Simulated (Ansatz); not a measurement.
# CH6GeO3: small, medium and large basis sets

One table from this session's results is given with a row withheld; the runs are named, their logs left out.

Computed with Ansatz 0.2.0, Gaussian basis. Level: one geometry, several basis sets.

The runs, in order: PBE0-D4/def2-SVP; ωB97M-V/def2-SVP; PBE0-D4/def2-QZVPP; ωB97M-V/def2-QZVPP; the functionals' def2-TZVPP values are taken from earlier runs.

## The relaxed structure

All runs share one geometry, relaxed beforehand with PBE0-D4 in a triple-zeta def2 set.

SMILES `[CH3][Ge]([OH])([OH])[OH]`, 11 atoms, charge 0, spin multiplicity 1.

Atoms are counted from 1 here; the program's logs count them from 0.

Bond lengths: C1–Ge2 1.921 Å, C1–H6 1.090 Å, C1–H7 1.090 Å, C1–H8 1.090 Å, Ge2–O3 1.773 Å, Ge2–O4 1.773 Å, Ge2–O5 1.773 Å, O3–H9 0.961 Å, O4–H10 0.961 Å, O5–H11 0.961 Å. Angles: Ge2–C1–H6 109.6°, Ge2–C1–H7 109.6°, Ge2–C1–H8 109.6°, H6–C1–H7 109.3°, H6–C1–H8 109.3°, H7–C1–H8 109.3°, C1–Ge2–O3 111.5°, C1–Ge2–O4 111.5°, C1–Ge2–O5 111.5°, O3–Ge2–O4 107.4°, O3–Ge2–O5 107.4°, O4–Ge2–O5 107.4°, Ge2–O3–H9 111.1°, Ge2–O4–H10 111.1°, Ge2–O5–H11 111.1°.

Geometry (Å):

```
atom    x (Å)    y (Å)    z (Å)
  C1  -1.5369   0.4525   0.3791
 Ge2   0.2559  -0.0794  -0.0593
  O3   1.3249   0.0172   1.3524
  O4   0.9496   0.9550  -1.3217
  O5   0.3104  -1.7495  -0.6530
  H6  -1.5161   1.4002   0.9169
  H7  -2.1178   0.5695  -0.5356
  H8  -2.0011  -0.3082   1.0065
  H9   1.8052  -0.8050   1.4789
 H10   1.8078   1.2953  -1.0564
 H11   0.7837  -1.8044  -1.4870
```

Set-up of the first run:

Input file in.yaml:

```yaml
crystal:
  periodic: [false, false, false]
  atoms:
    - {symbol: C, position_ang: [-1.536895, 0.452508, 0.379090]}
    - {symbol: Ge, position_ang: [0.255937, -0.079412, -0.059312]}
    - {symbol: O, position_ang: [1.324883, 0.017152, 1.352361]}
    - {symbol: O, position_ang: [0.949580, 0.955035, -1.321675]}
    - {symbol: O, position_ang: [0.310350, -1.749540, -0.652953]}
    - {symbol: H, position_ang: [-1.516148, 1.400206, 0.916907]}
    - {symbol: H, position_ang: [-2.117817, 0.569462, -0.535600]}
    - {symbol: H, position_ang: [-2.001123, -0.308209, 1.006475]}
    - {symbol: H, position_ang: [1.805175, -0.805044, 1.478856]}
    - {symbol: H, position_ang: [1.807805, 1.295307, -1.056427]}
    - {symbol: H, position_ang: [0.783652, -1.804364, -1.487022]}
basis:
  gaussian: {orbitals: def2-SVP}
hamiltonian: {xc: pbe0, dispersion: d4}
output: {orbitals: {seedname: orbitals}}
```

Launch:

```console
> ansatz run in.yaml --threads 4 --pin off --events-out ev --progress --plain --max-ram 10444MiB
```

Among the steps run: PBE0-D4 in def2-SVP; ωB97M-V in def2-SVP; PBE0-D4 in def2-QZVPP; ωB97M-V in def2-QZVPP.

One table of the session follows, with a row left open; its other results are not shown here.

It belongs to the step «Functionals by basis». 

```
functional       basis  HOMO (eV)  LUMO (eV)
   PBE0-D4    def2-SVP      -8.29       0.78
   PBE0-D4  def2-TZVPP      -8.51       0.25
   PBE0-D4  def2-QZVPP      -8.58      -0.11
   ωB97M-V    def2-SVP          ?          ?
   ωB97M-V  def2-TZVPP     -10.88       1.77
   ωB97M-V  def2-QZVPP     -10.95       1.19
```

Q: Estimate the row for ωB97M-V, def2-SVP from the others.

**Answer.** HOMO (eV): -10.65; LUMO (eV): 2.49. In the column «HOMO (eV)» it lies between ωB97M-V, def2-TZVPP (-10.88) and PBE0-D4, def2-QZVPP (-8.58).
